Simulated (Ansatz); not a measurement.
# F2H4OSi2: small, medium and large basis sets

An exercise on one series of results from a longer session: the logs are not shown, and one member is left open.

Program: Ansatz 0.2.0, Gaussian basis. Level of theory: one geometry, several basis sets. These are calculated values, not measurements.

Levels to be run: PBE0-D4/def2-SVP; ωB97M-V/def2-SVP; PBE0-D4/def2-QZVPP; ωB97M-V/def2-QZVPP; the functionals' def2-TZVPP values are taken from earlier runs.

## Structure used throughout

An earlier PBE0-D4 in a triple-zeta def2 set relaxation fixed the geometry.

SMILES `F[SiH](F)O[SiH3]`, 9 atoms, charge 0, spin multiplicity 1.

Atoms are counted from 1 here; the program's logs count them from 0.

Bond lengths: F1–Si2 1.582 Å, Si2–F3 1.582 Å, Si2–O4 1.599 Å, Si2–H6 1.464 Å, O4–Si5 1.645 Å, Si5–H7 1.481 Å, Si5–H8 1.483 Å, Si5–H9 1.483 Å. Angles: F1–Si2–F3 106.6°, F1–Si2–O4 110.0°, F1–Si2–H6 109.5°, F3–Si2–O4 110.0°, F3–Si2–H6 109.5°, O4–Si2–H6 111.1°, Si2–O4–Si5 153.2°, O4–Si5–H7 107.6°, O4–Si5–H8 109.5°, O4–Si5–H9 109.5°, H7–Si5–H8 110.1°, H7–Si5–H9 110.1°, H8–Si5–H9 109.9°.

The first run:

The input, in.yaml:

```yaml
crystal:
  periodic: [false, false, false]
  atoms:
    - {symbol: F, position_ang: [-1.121171, 1.581541, 1.457894]}
    - {symbol: Si, position_ang: [-1.359508, 0.734497, 0.143377]}
    - {symbol: F, position_ang: [-1.297576, 1.750715, -1.067293]}
    - {symbol: O, position_ang: [-0.214911, -0.371873, -0.010698]}
    - {symbol: Si, position_ang: [1.351536, -0.853143, -0.152543]}
    - {symbol: H, position_ang: [-2.685731, 0.117153, 0.194655]}
    - {symbol: H, position_ang: [1.359212, -2.331347, -0.246793]}
    - {symbol: H, position_ang: [2.114232, -0.413696, 1.040930]}
    - {symbol: H, position_ang: [1.942318, -0.260248, -1.376730]}
basis:
  gaussian: {orbitals: def2-SVP}
hamiltonian: {xc: pbe0, dispersion: d4}
output: {orbitals: {seedname: orbitals}}
```

Command:

```
$ ansatz run in.yaml --threads 4 --pin off --events-out ev --progress --plain --max-ram 10444MiB
```

Among the steps run: PBE0-D4 in def2-SVP; ωB97M-V in def2-SVP; PBE0-D4 in def2-QZVPP; ωB97M-V in def2-QZVPP.

One of the session's tables, all rows but one given; the rest of the session is left out.

It belongs to the step «Functionals by basis». 

| functional | basis | HOMO (eV) | LUMO (eV) |
| --- | --- | --- | --- |
| PBE0-D4 | def2-SVP | ? | ? |
| PBE0-D4 | def2-TZVPP | -9.48 | -0.07 |
| PBE0-D4 | def2-QZVPP | -9.49 | -0.23 |
| ωB97M-V | def2-SVP | -11.67 | 2.35 |
| ωB97M-V | def2-TZVPP | -11.78 | 1.63 |
| ωB97M-V | def2-QZVPP | -11.79 | 1.25 |

**Question.** Estimate the row for PBE0-D4, def2-SVP.

**Answer.** HOMO (eV): -9.41; LUMO (eV): 0.43. In the column «HOMO (eV)» it is the highest.
